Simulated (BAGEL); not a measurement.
# CH4BFN2 (SMILES [H]/N=C(/N)BF) at 4 levels

Aim: a comparison of 4 runs (B3LYP/6-31G*, B3LYP/cc-pVDZ, PBE0/cc-pVDZ, RI-MP2/cc-pVDZ) of CH4BFN2. 

The calculation is run with BAGEL 1.2.2.

2 further runs of the same task are left out: 1 that didn't finish, 1 set aside as unsound or not needed.

## (1) The system as given

CH4BFN2 has 9 atoms, charge 0, and is taken as a singlet. SMILES: `[H]/N=C(/N)BF`. Geometry: relaxed at PBE0-D4/def2-TZVP. This is one conformer, not always the lowest.

Bond lengths: N1–C2 1.284 Å, C2–N3 1.361 Å, C2–B4 1.570 Å, B4–F5 1.323 Å, N1–H6 1.017 Å, N3–H7 1.003 Å, N3–H8 1.006 Å, B4–H9 1.197 Å. Angles: N1–C2–N3 120.6°, N1–C2–B4 121.4°, N3–C2–B4 118.0°, C2–B4–F5 119.8°, C2–N1–H6 109.7°, C2–N3–H7 119.9°, C2–N3–H8 118.4°, C2–B4–H9 121.7°, F5–B4–H9 118.5°, H7–N3–H8 118.2°.

## (2) A single-point energy at B3LYP/6-31G(d) (density fitting with qzvpp-jkfit, spherical functions) (run 1)

File input.json:

```json
{ "bagel": [

{
  "title": "molecule",
  "basis": "6-31gs.json",
  "df_basis": "qzvpp-jkfit",
  "angstrom": true,
  "geometry": [
    { "atom": "N", "xyz": [       0.364800,       0.301800,      -1.546700 ] },
    { "atom": "C", "xyz": [       0.118800,      -0.082300,      -0.346100 ] },
    { "atom": "N", "xyz": [       0.471400,      -1.329000,       0.069100 ] },
    { "atom": "B", "xyz": [      -0.601200,       0.859800,       0.682700 ] },
    { "atom": "F", "xyz": [      -0.747000,       0.472500,       1.938900 ] },
    { "atom": "H", "xyz": [      -0.001300,       1.239600,      -1.688500 ] },
    { "atom": "H", "xyz": [       0.452000,      -1.554800,       1.046000 ] },
    { "atom": "H", "xyz": [       1.042700,      -1.892400,      -0.538400 ] },
    { "atom": "H", "xyz": [      -1.011700,       1.938600,       0.366000 ] }
  ]
},

{
  "title": "ks",
  "xc_func": "b3lyp"
},

{
  "title": "print",
  "file": "orbitals.molden",
  "orbitals": true
}

]}
```

The basis set 6-31G* is read from a file made from the Basis Set Exchange's data (not shown).

Started as:

```sh
$ BAGEL_NUM_THREADS=1 BAGEL input.json > input.out
```

What it wrote:

```text
* using 1 threads per process

  ===============================================================
  ===============================================================

  *** Geometry ***

  { "atom" : "N", "xyz" : [      0.689372,      0.570319,     -2.922839 ] },
  { "atom" : "C", "xyz" : [      0.224499,     -0.155524,     -0.654034 ] },
  { "atom" : "N", "xyz" : [      0.890817,     -2.511446,      0.130580 ] },
[... 5 lines of this table left out ...]
  { "atom" : "H", "xyz" : [     -1.911836,      3.663423,      0.691640 ] },

  Number of auxiliary basis functions:      453

  Since a DF basis is specified, we compute 2- and 3-index integrals:
    o Being stored without compression. Storage requirement is 0.022 GB

  Number of basis functions:       78
  Number of electrons      :       38

    * METHOD: MOLECULE                             0.17

  *** Kohn-Sham DFT ***

    * Removing 17291 points whose weight is below 1.00e-10
    * Grid points: 116863

  === Nuclear Repulsion ===
   155.9130004921

       - DIIS with orbital gradients will be used.

  === KS iteration (b3lyp / 6-31gs.json) ===
      0       -244.98925425          0.14771066           0.26
      1       -237.57916786          0.16545208           0.26
      2       -241.88241274          0.17981493           0.26
[... 17 lines of this table left out ...]
     20       -274.74080134          0.00000000           0.26
    * SCF iteration converged.

    * Permanent dipole moment:
           (   -0.027273,     0.161235,    -0.684592) a.u.

    * METHOD: KS                                   5.85

    * METHOD: PRINT                                0.01

  ===============================================================
```

It took 6.3 s on 1 thread of Arm Neoverse V2, shared host; peak memory 0.42 GiB.

## (3) The energy at B3LYP/cc-pVDZ (density fitting with qzvpp-jkfit) (run 2)

input.json: that of step 2 with these lines changed.

```diff
@@ -4,5 +4,5 @@
   "title": "molecule",
-  "basis": "6-31gs.json",
+  "basis": "cc-pvdz.json",
   "df_basis": "qzvpp-jkfit",
-  "angstrom": true,
+  "angstrom": "true",
   "geometry": [
@@ -20,12 +20,5 @@
 
-{
-  "title": "ks",
-  "xc_func": "b3lyp"
-},
+{ "title": "ks", "xc_func": "b3lyp" },
 
-{
-  "title": "print",
-  "file": "orbitals.molden",
-  "orbitals": true
-}
+{ "title": "print", "file": "orbitals.molden", "orbitals": "true" }
```

The basis set cc-pVDZ is read from a file made from the Basis Set Exchange's data (not shown).

Started as:

```sh
$ BAGEL_NUM_THREADS=1 BAGEL input.json > input.out
```

What it wrote:

```text
* using 1 threads per process

  ===============================================================
  ===============================================================

  *** Geometry ***

  { "atom" : "N", "xyz" : [      0.689372,      0.570319,     -2.922839 ] },
  { "atom" : "C", "xyz" : [      0.224499,     -0.155524,     -0.654034 ] },
  { "atom" : "N", "xyz" : [      0.890817,     -2.511446,      0.130580 ] },
[... 5 lines of this table left out ...]
  { "atom" : "H", "xyz" : [     -1.911836,      3.663423,      0.691640 ] },

  Number of auxiliary basis functions:      453

  Since a DF basis is specified, we compute 2- and 3-index integrals:
    o Being stored without compression. Storage requirement is 0.029 GB

  Number of basis functions:       90
  Number of electrons      :       38

    * METHOD: MOLECULE                             0.18

  *** Kohn-Sham DFT ***

    * Removing 17291 points whose weight is below 1.00e-10
    * Grid points: 116863

  === Nuclear Repulsion ===
   155.9130004921

       - DIIS with orbital gradients will be used.

  === KS iteration (b3lyp / cc-pvdz.json) ===
      0       -243.07786185          0.10755390           0.30
      1       -226.53055970          0.18270198           0.30
      2       -238.34332732          0.16377314           0.30
[... 16 lines of this table left out ...]
     19       -274.76482857          0.00000000           0.30
    * SCF iteration converged.

    * Permanent dipole moment:
           (   -0.040473,     0.198638,    -0.590026) a.u.

    * METHOD: KS                                   6.46

    * METHOD: PRINT                                0.01

  ===============================================================
```

Wall time 6.9 s (1 thread of Arm Neoverse V2, shared host); peak memory 0.47 GiB.

Run 3 isn't shown in full; the table further down has it.

## (4) A single-point energy at RI-MP2/cc-pVDZ (density fitting with qzvpp-jkfit) (run 4)

input.json: that of step 3 with these lines changed.

```diff
@@ -6,3 +6,3 @@
   "df_basis": "qzvpp-jkfit",
-  "angstrom": "true",
+  "angstrom": true,
   "geometry": [
@@ -20,5 +20,5 @@
 
-{ "title": "ks", "xc_func": "b3lyp" },
+{ "title": "hf" },
 
-{ "title": "print", "file": "orbitals.molden", "orbitals": "true" }
+{ "title": "mp2", "ncore": 5 }
```

The basis set cc-pVDZ is read from a file made from the Basis Set Exchange's data (not shown).

Started as:

```sh
$ BAGEL_NUM_THREADS=1 BAGEL input.json > input.out
```

What it wrote:

```text
* using 1 threads per process

  ===============================================================
  ===============================================================

  *** Geometry ***

  { "atom" : "N", "xyz" : [      0.689372,      0.570319,     -2.922839 ] },
  { "atom" : "C", "xyz" : [      0.224499,     -0.155524,     -0.654034 ] },
  { "atom" : "N", "xyz" : [      0.890817,     -2.511446,      0.130580 ] },
[... 5 lines of this table left out ...]
  { "atom" : "H", "xyz" : [     -1.911836,      3.663423,      0.691640 ] },

[... 23 lines left out ...]
    * SCF iteration converged.
[... 1 line left out ...]
    * Permanent dipole moment:
[... 2 lines left out ...]
    * METHOD: HF                                   0.96

  *** RHF ***

  === Nuclear Repulsion ===
   155.9130004921

      * DIIS with orbital gradients will be used.

  === RHF iteration (cc-pvdz.json) ===
      0       -273.27810210          0.00000000           0.05
    * SCF iteration converged.

    * Permanent dipole moment:
           (    0.023416,     0.033071,    -0.605701) a.u.

  === DF-MP2 calculation ===

    * freezing 5 orbitals
    * 3-index integral transformation done
    * assembly done

      MP2 correlation energy:   -0.7272315934      0.05

      MP2 total energy:       -274.0053336966

    * METHOD: MP2                                  0.17

  ===============================================================
```

Wall time 1.5 s (1 thread of Arm Neoverse V2, shared host); peak memory 0.12 GiB.

## (5) All runs side by side

```tsv
run	level	frozen core orbitals	energy (Eh)	dipole moment (D)	HOMO energy (eV)	LUMO energy (eV)	wall time
1	B3LYP/6-31G* (density fitting with qzvpp-jkfit, spherical functions)	–	-274.740801	1.79	-6.43	-1.61	6.3 s
2	B3LYP/cc-pVDZ (density fitting with qzvpp-jkfit)	–	-274.764829	1.59	-6.49	-1.74	6.9 s
3	PBE0/cc-pVDZ (density fitting with qzvpp-jkfit)	–	-274.459824	1.59	-6.77	-1.56	6.6 s
4	RI-MP2/cc-pVDZ (density fitting with qzvpp-jkfit)	5	-274.005334	–	–	–	1.5 s
```

## (6) What came out

| quantity | value |
| --- | --- |
| run 4: total energy | -274.00533 Eh |
| run 4: correlation energy (5 core orbitals frozen) | -727.2 mEh |

**Reading.** Over runs 1, 2, 3 the dipole moment (its size) runs from 1.59 D (B3LYP/cc-pVDZ) to 1.79 D (B3LYP/6-31G*). Over runs 1, 2, 3 the HOMO–LUMO gap runs from 4.75 eV (B3LYP/cc-pVDZ) to 5.22 eV (PBE0/cc-pVDZ). Totals of different functionals can't be ranked against each other. All runs together took 21 s, the longest 6.9 s.
